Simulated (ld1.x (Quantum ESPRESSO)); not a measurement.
# Changing the settings of a TM potential for Si, part 1 of 2

One potential is built and tested. Then one design choice at a time is changed, to learn what it costs or gains.

The numbers are computed with ld1.x (Quantum ESPRESSO) 7.5 (LDA (PZ), scalar-relativistic, spin-unpolarised reference atom).

1 further run of the same task is left out (it didn't finish).

### Step 1. The atom and the settings

The settings as typed:

```
element                 : silicon (Si, Z = 14)
type                    : norm-conserving Troullier–Martins (Kleinman–Bylander form)
frozen core             : [Ne]
valence charge          : 4
reference configuration : 3s2 3p2
partial waves           : 3s (bound): rc 1.90 bohr; 3p (bound): rc 1.95 bohr; 3d channel at 0.45 Ry: rc 1.85 bohr
local potential         : all-electron potential smoothed inside 1.75 bohr (lloc = -1)
core correction         : a·sin(br)/r model core inside 1.20 bohr
```

The outer shells as boxes (Hund's rule for the drawing; the calculation is spin-unpolarised):

```
[Ne] core
3s [↑↓]
3p [↑ ][↑ ][  ]
```

An earlier all-electron run gives the scale for the radii.

All-electron outer shells of the reference configuration (LDA (PZ), scalar-relativistic, ld1.x):

| shell | level (eV) | outermost node (bohr) | outermost maximum (bohr) |
| --- | --- | --- | --- |
| 2s | -138.73 | 0.15 | 0.45 |
| 2p | -95.60 | – | 0.39 |
| 3s | -10.88 | 0.72 | 1.77 |
| 3p | -4.17 | 0.72 | 2.14 |

### Step 2. Generation of the first potential

The input, Si.in:

```
 &input
   title='Si', zed=14., rel=1, dft='PZ', iswitch=3,
   config='[Ne] 3s2 3p2 3d-2',
   nld=3, rlderiv=2.15, eminld=-3.0, emaxld=5.0, deld=0.02
 /
 &inputp
   pseudotype=2, tm=.true., lloc=-1, rcloc=1.75,
   nlcc=.true., rcore=1.20,
   file_pseudopw='Si.UPF', file_wfcaegen='ae.wfc', file_wfcncgen='nc.wfc', file_beta='beta', file_chi='chi'
 /
3
3S  1  0   2.00   0.00  1.90  1.90  0.0
3P  2  1   2.00   0.00  1.95  1.95  0.0
3D  3  2  -2.00   0.45  1.85  1.85  0.0
 &test
   configts(1)='3s2 3p2'
 /
```

Run with:

```sh
$ ld1.x < Si.in > Si.out
```

Output in Si.out (without the banner and most projector matrices):

```text
     Program LD1 v.7.5
     --------------------------- All-electron run ----------------------------

     Si
     scalar relativistic calculation

     atomic number is 14.00
     dft =PZ   lsd =0 sic =0 latt =0  beta=0.20 tr2=1.0E-14
     Exchange-correlation= PZ
                           (   1   1   0   0   0   0   0)
     mesh =1141 r(mesh) = 100.57892 a.u. xmin = -7.00 dx = 0.01250
     1 Ry =  13.60569312 eV, c = 137.03599908

     n l     nl                  e(Ry)          e(Ha)          e(eV)
     1 0     1S 1( 2.00)      -130.7150       -65.3575     -1778.4678
     2 0     2S 1( 2.00)       -10.1968        -5.0984      -138.7341
     2 1     2P 1( 6.00)        -7.0265        -3.5133       -95.6005
     3 0     3S 1( 2.00)        -0.8000        -0.4000       -10.8844
     3 1     3P 1( 2.00)        -0.3064        -0.1532        -4.1687

     final scf error:  7.1E-15 reached in  24 iterations

     Etot =    -577.639429 Ry,    -288.819714 Ha,   -7859.184802 eV

     Ekin =     578.502686 Ry,     289.251343 Ha,    7870.930010 eV
     Encl =   -1380.991066 Ry,    -690.495533 Ha,  -18789.340653 eV
     Eh   =     264.037620 Ry,     132.018810 Ha,    3592.414836 eV
     Exc  =     -39.188668 Ry,     -19.594334 Ha,    -533.188995 eV

     normalization and overlap integrals

     s(1S/1S) =  1.000000  <r> =   0.1116  <r2> =    0.0168  r(max) =   0.0732
     s(2S/2S) =  1.000000  <r> =   0.5706  <r2> =    0.3895  r(max) =   0.4543
     s(2P/2P) =  1.000000  <r> =   0.5387  <r2> =    0.3668  r(max) =   0.3861
     s(3S/3S) =  1.000000  <r> =   2.1579  <r2> =    5.4402  r(max) =   1.7744
     s(3P/3P) =  1.000000  <r> =   2.7934  <r2> =    9.4068  r(max) =   2.1403

     ------------------------ End of All-electron run ------------------------

     --------------------- Generating NC pseudopotential ---------------------

      Generating local potential from pseudized AE potential:
      Matching radius rcloc =   1.7500

      Local pseudo, rcloc= 1.752 Estimated cut-off energy=     7.84 Ry

      Computing core charge for nlcc:

       r > 1.20 : true rho core
       r < 1.20 : rho core = a sin(br)/r    a=   1.99  b=   2.27

      Integrated core pseudo-charge :   1.32

      Wfc   3S  rcut= 1.889  Using Troullier-Martins method

      Wfc   3P  rcut= 1.937  Using Troullier-Martins method

      Wfc   3D  rcut= 1.842  Using Troullier-Martins method

     ------------------- End of pseudopotential generation -------------------

     [... the all-electron block is printed once more ...]


     Computing logarithmic derivative in   2.15375
     Computing logarithmic derivative in   2.15375
     Computing the partial wave expansion
     R is outside the sphere for l=    0 j= 0.00
     R is outside the sphere for l=    1 j= 0.00
     R is outside the sphere for l=    2 j= 0.00

     ---------------------- Testing the pseudopotential ----------------------

     Si
     scalar relativistic calculation

     atomic number is 14.00   valence charge is  4.00
     dft =PZ   lsd =0 sic =0 latt =0  beta=0.20 tr2=1.0E-14
     mesh =1141 r(mesh) = 100.57892 xmin = -7.00 dx = 0.01250

     n l     nl             e AE (Ry)        e PS (Ry)    De AE-PS (Ry)
     1 0     3S   1( 2.00)       -0.79999       -0.79999        0.00000
     2 1     3P   1( 2.00)       -0.30639       -0.30639       -0.00000

     eps = 3.1E-16  iter =  4

     Etot =    -577.639429 Ry,    -288.819714 Ha,   -7859.184802 eV
     Etotps =    -8.735013 Ry,      -4.367506 Ha,    -118.845904 eV

     Ekin =       2.549662 Ry,       1.274831 Ha,      34.689917 eV
     Encl =     -15.216627 Ry,      -7.608314 Ha,    -207.032762 eV
     Ehrt =       5.874205 Ry,       2.937102 Ha,      79.922626 eV
     Ecxc =      -3.329228 Ry,      -1.664614 Ha,     -45.296453 eV
     (Ecc =      -1.156253 Ry,      -0.578127 Ha,     -15.731628 eV)
     Epseu=       1.386976 Ry,       0.693488 Ha,      18.870767 eV

     ---------------------- End of pseudopotential test ----------------------
```

Wall time 1.9 s (1 thread, shared host). (Generation and the later configuration tests together.)

Partial waves on a coarse radial grid (AE all-electron, PS pseudo):

```csv
r (bohr),3p AE,3p PS
0.098,-0.1004,0.0036
0.195,-0.2141,0.0141
0.292,-0.2617,0.0312
0.390,-0.2486,0.0551
0.488,-0.1947,0.0849
0.585,-0.1186,0.1197
0.682,-0.0322,0.1589
0.780,0.0574,0.2022
0.878,0.1442,0.2482
0.975,0.2243,0.2952
1.072,0.2971,0.3425
1.170,0.3623,0.3893
1.268,0.4192,0.4337
1.365,0.4673,0.4744
1.463,0.5080,0.5109
1.560,0.5411,0.5421
1.658,0.5677,0.5679
1.755,0.5879,0.5880
1.852,0.6027,0.6027
1.950,0.6127,0.6127
2.047,0.6182,0.6182
2.145,0.6200,0.6200
2.242,0.6185,0.6185
2.340,0.6141,0.6141
2.438,0.6073,0.6073
2.535,0.5985,0.5985
```

### Step 3. Transferability test

The input, Si.test.in:

```
 &input
   title='Si', zed=14., rel=1, dft='PZ', iswitch=2,
   config='[Ne] 3s2 3p2 3d-2'
 /
 &test
   file_pseudo='Si.UPF', nconf=10,
   configts(1)='3s2 3p2',
   configts(2)='3s2 3p1',
   configts(3)='3s2 3p0',
   configts(4)='3s1 3p0',
   configts(5)='3s1 3p3',
   configts(6)='3s1 3p2',
   configts(7)='3s2 3p1.5',
   configts(8)='3s0 3p4',
   configts(9)='3s2 3p2', lsdts(9)=1,
   configts(10)='3s2 3p1', lsdts(10)=1
 /
```

Run with:

```sh
$ ld1.x < Si.test.in > Si.test.out
```

Si.test.out, the pseudopotential blocks:

```text
     ---------------------- Testing the pseudopotential ----------------------

     Si
     scalar relativistic calculation

     atomic number is 14.00   valence charge is  4.00
     dft =PZ   lsd =0 sic =0 latt =0  beta=0.20 tr2=1.0E-14
     mesh =1141 r(mesh) = 100.57892 xmin = -7.00 dx = 0.01250

     n l     nl             e AE (Ry)        e PS (Ry)    De AE-PS (Ry)
     1 0     3S   1( 2.00)       -0.79999       -0.79999        0.00000
     2 1     3P   1( 2.00)       -0.30639       -0.30639       -0.00000

     eps = 3.6E-17  iter =  4

     Etot =    -577.639429 Ry,    -288.819714 Ha,   -7859.184802 eV
     Etotps =    -8.735013 Ry,      -4.367506 Ha,    -118.845903 eV

     Ekin =       2.549662 Ry,       1.274831 Ha,      34.689918 eV
     Encl =     -15.216627 Ry,      -7.608314 Ha,    -207.032761 eV
     Ehrt =       5.874205 Ry,       2.937102 Ha,      79.922626 eV
     Ecxc =      -3.329228 Ry,      -1.664614 Ha,     -45.296453 eV
     (Ecc =      -1.156253 Ry,      -0.578127 Ha,     -15.731628 eV)
     Epseu=       1.386976 Ry,       0.693488 Ha,      18.870767 eV

     ---------------------- End of pseudopotential test ----------------------

     ---------------------- Testing the pseudopotential ----------------------

     Si
     scalar relativistic calculation

     atomic number is 14.00   valence charge is  4.00
     dft =PZ   lsd =0 sic =0 latt =0  beta=0.20 tr2=1.0E-14
     mesh =1141 r(mesh) = 100.57892 xmin = -7.00 dx = 0.01250

     n l     nl             e AE (Ry)        e PS (Ry)    De AE-PS (Ry)
     1 0     3S   1( 2.00)       -1.40446       -1.40343       -0.00103
     2 1     3P   1( 1.00)       -0.86384       -0.86307       -0.00078

     eps = 7.0E-16  iter =  9

     Etot =    -577.064005 Ry,    -288.532002 Ha,   -7851.355761 eV
     Etotps =    -8.159850 Ry,      -4.079925 Ha,    -111.020415 eV
     dEtot_ae =       0.575424 Ry
     dEtot_ps =       0.575163 Ry,   Delta E=       0.000261 Ry

     Ekin =       2.076259 Ry,       1.038129 Ha,      28.248940 eV
     Encl =     -12.469250 Ry,      -6.234625 Ha,    -169.652791 eV
     Ehrt =       3.708812 Ry,       1.854406 Ha,      50.460961 eV
     Ecxc =      -2.875228 Ry,      -1.437614 Ha,     -39.119474 eV
     (Ecc =      -1.156253 Ry,      -0.578127 Ha,     -15.731628 eV)
     Epseu=       1.399557 Ry,       0.699779 Ha,      19.041948 eV

     ---------------------- End of pseudopotential test ----------------------

     ---------------------- Testing the pseudopotential ----------------------

     Si
     scalar relativistic calculation

     atomic number is 14.00   valence charge is  4.00
     dft =PZ   lsd =0 sic =0 latt =0  beta=0.20 tr2=1.0E-14
     mesh =1141 r(mesh) = 100.57892 xmin = -7.00 dx = 0.01250

     n l     nl             e AE (Ry)        e PS (Ry)    De AE-PS (Ry)
     1 0     3S   1( 2.00)       -2.10683       -2.10344       -0.00340
     2 1     3P   1( 0.00)       -1.51840       -1.51535       -0.00305

     eps = 1.8E-17  iter =  7

     Etot =    -575.879637 Ry,    -287.939818 Ha,   -7835.241612 eV
     Etotps =    -6.977192 Ry,      -3.488596 Ha,     -94.929537 eV
     dEtot_ae =       1.759792 Ry
     dEtot_ps =       1.757821 Ry,   Delta E=       0.001971 Ry

     Ekin =       1.255189 Ry,       0.627594 Ha,      17.077713 eV
     Encl =      -9.087980 Ry,      -4.543990 Ha,    -123.648268 eV
     Ehrt =       1.843120 Ry,       0.921560 Ha,      25.076930 eV
     Ecxc =      -2.347624 Ry,      -1.173812 Ha,     -31.941049 eV
     (Ecc =      -1.156253 Ry,      -0.578127 Ha,     -15.731628 eV)
     Epseu=       1.360102 Ry,       0.680051 Ha,      18.505137 eV

     ---------------------- End of pseudopotential test ----------------------

     ---------------------- Testing the pseudopotential ----------------------

     Si
     scalar relativistic calculation

     atomic number is 14.00   valence charge is  4.00
     dft =PZ   lsd =0 sic =0 latt =0  beta=0.20 tr2=1.0E-14
     mesh =1141 r(mesh) = 100.57892 xmin = -7.00 dx = 0.01250

     n l     nl             e AE (Ry)        e PS (Ry)    De AE-PS (Ry)
     1 0     3S   1( 1.00)       -2.91757       -2.91335       -0.00422
     2 1     3P   1( 0.00)       -2.28100       -2.27549       -0.00550  !

     eps = 2.8E-18  iter =  7

     Etot =    -573.370043 Ry,    -286.685022 Ha,   -7801.096854 eV
     Etotps =    -4.471688 Ry,      -2.235844 Ha,     -60.840412 eV
     dEtot_ae =       4.269385 Ry
     dEtot_ps =       4.263325 Ry,   Delta E=       0.006060 Ry

     Ekin =       0.696717 Ry,       0.348359 Ha,       9.479322 eV
     Encl =      -4.771709 Ry,      -2.385855 Ha,     -64.922413 eV
     Ehrt =       0.487873 Ry,       0.243936 Ha,       6.637847 eV
     Ecxc =      -1.723701 Ry,      -0.861851 Ha,     -23.452150 eV
     (Ecc =      -1.156253 Ry,      -0.578127 Ha,     -15.731628 eV)
     Epseu=       0.839133 Ry,       0.419566 Ha,      11.416983 eV

     ---------------------- End of pseudopotential test ----------------------

     ---------------------- Testing the pseudopotential ----------------------

     Si
     scalar relativistic calculation

     atomic number is 14.00   valence charge is  4.00
     dft =PZ   lsd =0 sic =0 latt =0  beta=0.20 tr2=1.0E-14
     mesh =1141 r(mesh) = 100.57892 xmin = -7.00 dx = 0.01250

     n l     nl             e AE (Ry)        e PS (Ry)    De AE-PS (Ry)
     1 0     3S   1( 1.00)       -0.85547       -0.85551        0.00005
     2 1     3P   1( 3.00)       -0.34880       -0.34861       -0.00019

     eps = 9.9E-17  iter =  9

     Etot =    -577.139155 Ry,    -288.569577 Ha,   -7852.378228 eV
     Etotps =    -8.234620 Ry,      -4.117310 Ha,    -112.037709 eV
     dEtot_ae =       0.500274 Ry
     dEtot_ps =       0.500393 Ry,   Delta E=      -0.000119 Ry

     Ekin =       2.959655 Ry,       1.479828 Ha,      40.268159 eV
     Encl =     -14.746136 Ry,      -7.373068 Ha,    -200.631406 eV
     Ehrt =       5.672860 Ry,       2.836430 Ha,      77.183194 eV
     Ecxc =      -3.249381 Ry,      -1.624690 Ha,     -44.210074 eV
     (Ecc =      -1.156253 Ry,      -0.578127 Ha,     -15.731628 eV)
     Epseu=       1.128382 Ry,       0.564191 Ha,      15.352418 eV

     ---------------------- End of pseudopotential test ----------------------

     ---------------------- Testing the pseudopotential ----------------------

     Si
     scalar relativistic calculation

     atomic number is 14.00   valence charge is  4.00
     dft =PZ   lsd =0 sic =0 latt =0  beta=0.20 tr2=1.0E-14
     mesh =1141 r(mesh) = 100.57892 xmin = -7.00 dx = 0.01250

     n l     nl             e AE (Ry)        e PS (Ry)    De AE-PS (Ry)
     1 0     3S   1( 1.00)       -1.45855       -1.45772       -0.00083
     2 1     3P   1( 2.00)       -0.90953       -0.90859       -0.00093

     eps = 7.1E-15  iter = 10

     Etot =    -576.519150 Ry,    -288.259575 Ha,   -7843.942641 eV
     Etotps =    -7.615076 Ry,      -3.807538 Ha,    -103.608383 eV
     dEtot_ae =       1.120278 Ry
     dEtot_ps =       1.119937 Ry,   Delta E=       0.000341 Ry

     Ekin =       2.535268 Ry,       1.267634 Ha,      34.494080 eV
     Encl =     -12.011163 Ry,      -6.005581 Ha,    -163.420197 eV
     Ehrt =       3.547550 Ry,       1.773775 Ha,      48.266872 eV
     Ecxc =      -2.794506 Ry,      -1.397253 Ha,     -38.021189 eV
     (Ecc =      -1.156253 Ry,      -0.578127 Ha,     -15.731628 eV)
     Epseu=       1.107775 Ry,       0.553888 Ha,      15.072051 eV

     ---------------------- End of pseudopotential test ----------------------

     ---------------------- Testing the pseudopotential ----------------------

     Si
     scalar relativistic calculation

     atomic number is 14.00   valence charge is  4.00
     dft =PZ   lsd =0 sic =0 latt =0  beta=0.20 tr2=1.0E-14
     mesh =1141 r(mesh) = 100.57892 xmin = -7.00 dx = 0.01250

     n l     nl             e AE (Ry)        e PS (Ry)    De AE-PS (Ry)
     1 0     3S   1( 2.00)       -1.08744       -1.08707       -0.00036
     2 1     3P   1( 1.50)       -0.57065       -0.57040       -0.00024

     eps = 2.6E-15  iter =  7

     Etot =    -577.421518 Ry,    -288.710759 Ha,   -7856.219982 eV
     Etotps =    -8.517142 Ry,      -4.258571 Ha,    -115.881618 eV
     dEtot_ae =       0.217910 Ry
     dEtot_ps =       0.217871 Ry,   Delta E=       0.000039 Ry

     Ekin =       2.355937 Ry,       1.177969 Ha,      32.054158 eV
     Encl =     -13.931828 Ry,      -6.965914 Ha,    -189.552181 eV
     Ehrt =       4.775834 Ry,       2.387917 Ha,      64.978527 eV
     Ecxc =      -3.115083 Ry,      -1.557542 Ha,     -42.382865 eV
     (Ecc =      -1.156253 Ry,      -0.578127 Ha,     -15.731628 eV)
     Epseu=       1.397999 Ry,       0.698999 Ha,      19.020744 eV

     ---------------------- End of pseudopotential test ----------------------

     ---------------------- Testing the pseudopotential ----------------------

     Si
     scalar relativistic calculation

     atomic number is 14.00   valence charge is  4.00
     dft =PZ   lsd =0 sic =0 latt =0  beta=0.20 tr2=1.0E-14
     mesh =1141 r(mesh) = 100.57892 xmin = -7.00 dx = 0.01250

     n l     nl             e AE (Ry)        e PS (Ry)    De AE-PS (Ry)
     1 0     3S   1( 0.00)       -0.90499       -0.90528        0.00030
     2 1     3P   1( 4.00)       -0.38688       -0.38658       -0.00030

     eps = 6.8E-17  iter =  8

     Etot =    -576.626655 Ry,    -288.313328 Ha,   -7845.405316 eV
     Etotps =    -7.721707 Ry,      -3.860853 Ha,    -105.059172 eV
     dEtot_ae =       1.012773 Ry
     dEtot_ps =       1.013306 Ry,   Delta E=      -0.000533 Ry

     Ekin =       3.412990 Ry,       1.706495 Ha,      46.436094 eV
     Encl =     -14.304883 Ry,      -7.152441 Ha,    -194.627844 eV
     Ehrt =       5.506734 Ry,       2.753367 Ha,      74.922929 eV
     Ecxc =      -3.180334 Ry,      -1.590167 Ha,     -43.270655 eV
     (Ecc =      -1.156253 Ry,      -0.578127 Ha,     -15.731628 eV)
     Epseu=       0.843787 Ry,       0.421893 Ha,      11.480306 eV

     ---------------------- End of pseudopotential test ----------------------

     ---------------------- Testing the pseudopotential ----------------------

     Si
     scalar relativistic calculation

     atomic number is 14.00   valence charge is  4.00
     dft =PZ   lsd =1 sic =0 latt =0  beta=0.20 tr2=1.0E-14
     mesh =1141 r(mesh) = 100.57892 xmin = -7.00 dx = 0.01250

     n l     nl             e AE (Ry)        e PS (Ry)    De AE-PS (Ry)
     1 0     3S   1( 1.00)       -0.83439       -0.83496        0.00057
     2 1     3P   1( 2.00)       -0.33761       -0.33792        0.00031
     1 0     3S   2( 1.00)       -0.73192       -0.73064       -0.00128
     2 1     3P   2( 0.00)       -0.24557       -0.24473       -0.00084

     eps = 2.2E-15  iter =  9

     Etot =    -577.684373 Ry,    -288.842186 Ha,   -7859.796298 eV
     Etotps =    -8.780552 Ry,      -4.390276 Ha,    -119.465493 eV
     dEtot_ae =      -0.044944 Ry
     dEtot_ps =      -0.045539 Ry,   Delta E=       0.000595 Ry

     Ekin =       2.583452 Ry,       1.291726 Ha,      35.149648 eV
     Encl =     -15.281970 Ry,      -7.640985 Ha,    -207.921794 eV
     Ehrt =       5.916537 Ry,       2.958268 Ha,      80.498587 eV
     Ecxc =      -3.389677 Ry,      -1.694839 Ha,     -46.118905 eV
     (Ecc =      -1.156253 Ry,      -0.578127 Ha,     -15.731628 eV)
     Epseu=       1.391107 Ry,       0.695553 Ha,      18.926970 eV

     ---------------------- End of pseudopotential test ----------------------

     ---------------------- Testing the pseudopotential ----------------------

     Si
     scalar relativistic calculation

     atomic number is 14.00   valence charge is  4.00
     dft =PZ   lsd =1 sic =0 latt =0  beta=0.20 tr2=1.0E-14
     mesh =1141 r(mesh) = 100.57892 xmin = -7.00 dx = 0.01250

     n l     nl             e AE (Ry)        e PS (Ry)    De AE-PS (Ry)
     1 0     3S   1( 1.00)       -1.43202       -1.43149       -0.00054
     2 1     3P   1( 1.00)       -0.88956       -0.88915       -0.00041
     1 0     3S   2( 1.00)       -1.36706       -1.36533       -0.00174
     2 1     3P   2( 0.00)       -0.82875       -0.82743       -0.00132

     eps = 1.5E-15  iter =  6

     Etot =    -577.079039 Ry,    -288.539519 Ha,   -7851.560306 eV
     Etotps =    -8.175112 Ry,      -4.087556 Ha,    -111.228070 eV
     dEtot_ae =       0.560390 Ry
     dEtot_ps =       0.559900 Ry,   Delta E=       0.000490 Ry

     Ekin =       2.085687 Ry,       1.042843 Ha,      28.377214 eV
     Encl =     -12.484648 Ry,      -6.242324 Ha,    -169.862283 eV
     Ehrt =       3.716166 Ry,       1.858083 Ha,      50.561013 eV
     Ecxc =      -2.893875 Ry,      -1.446938 Ha,     -39.373181 eV
     (Ecc =      -1.156253 Ry,      -0.578127 Ha,     -15.731628 eV)
     Epseu=       1.401558 Ry,       0.700779 Ha,      19.069168 eV

     ---------------------- End of pseudopotential test ----------------------
```

The tests as a table, with energies relative to 3s2 3p2. Spin-polarised rows fill open shells by Hund's rule and count from the unpolarised reference.

| valence configuration | charge | ΔE all-electron (eV) | error AE − PS (meV) |
| --- | --- | --- | --- |
| 3s2 3p1 | +1 | 7.829 | +3.6 |
| 3s2 3p0 | +2 | 23.943 | +27 |
| 3s1 3p0 | +3 | 58.088 | +82 |
| 3s1 3p3 | 0 | 6.807 | -1.6 |
| 3s1 3p2 | +1 | 15.242 | +4.6 |
| 3s2 3p1.5 | +0.5 | 2.965 | +0.5 |
| 3s0 3p4 | 0 | 13.779 | -7.3 |
| 3s2 3p2 (spin-polarised) | 0 | -0.611 | +8.1 |
| 3s2 3p1 (spin-polarised) | +1 | 7.624 | +6.7 |

### Step 4. Logarithmic derivatives

Taken from the files of the generation run. The phase is arctan(r·u′/u) with u = r·R, unwrapped, with energies in Ry. A pole is an energy at which the radial function vanishes at the test radius. The pseudo phase is shifted by a multiple of π to meet the all-electron one at the reference energy. Levels narrower than the energy grid can be missing from the poles. The last column is the largest difference on the grid between −1 and +1 Ry.

| channel | radius (bohr) | reference (Ry) | poles AE | poles PS | window around the reference with phases within 0.05 rad (Ry) | largest difference near zero (rad) |
| --- | --- | --- | --- | --- | --- | --- |
| s | 2.15 | -0.80 | 1.31 | 1.16 | below 2.1 | 0.014 |
| p | 2.15 | -0.31 | 2.25 | 2.10 | below 3.5 | 0.008 |
| d | 2.15 | 0.45 | 3.04 | 3.08 | the whole range | 0.001 |

Phases (rad) along the scan:

```csv
E (Ry),s AE,s PS,d AE,d PS
-3.00,1.189,1.186,1.310,1.310
-2.52,1.113,1.109,1.289,1.289
-2.04,0.978,0.974,1.261,1.261
-1.56,0.689,0.684,1.224,1.224
-1.08,-0.020,-0.021,1.171,1.171
-0.60,-0.867,-0.868,1.089,1.089
-0.12,-1.245,-1.249,0.944,0.945
0.36,-1.413,-1.422,0.635,0.635
0.84,-1.508,-1.522,-0.090,-0.090
1.32,-1.572,-1.594,-0.894,-0.892
1.80,-1.621,-1.657,-1.258,-1.255
2.28,-1.664,-1.728,-1.427,-1.424
2.76,-1.705,-1.838,-1.527,-1.522
3.24,-1.750,-2.132,-1.598,-1.592
3.72,-1.803,-3.715,-1.658,-1.649
4.20,-1.872,-4.471,-1.718,-1.704
4.68,-1.975,-4.635,-1.788,-1.765
```

(Continued in part 2 of 2.)
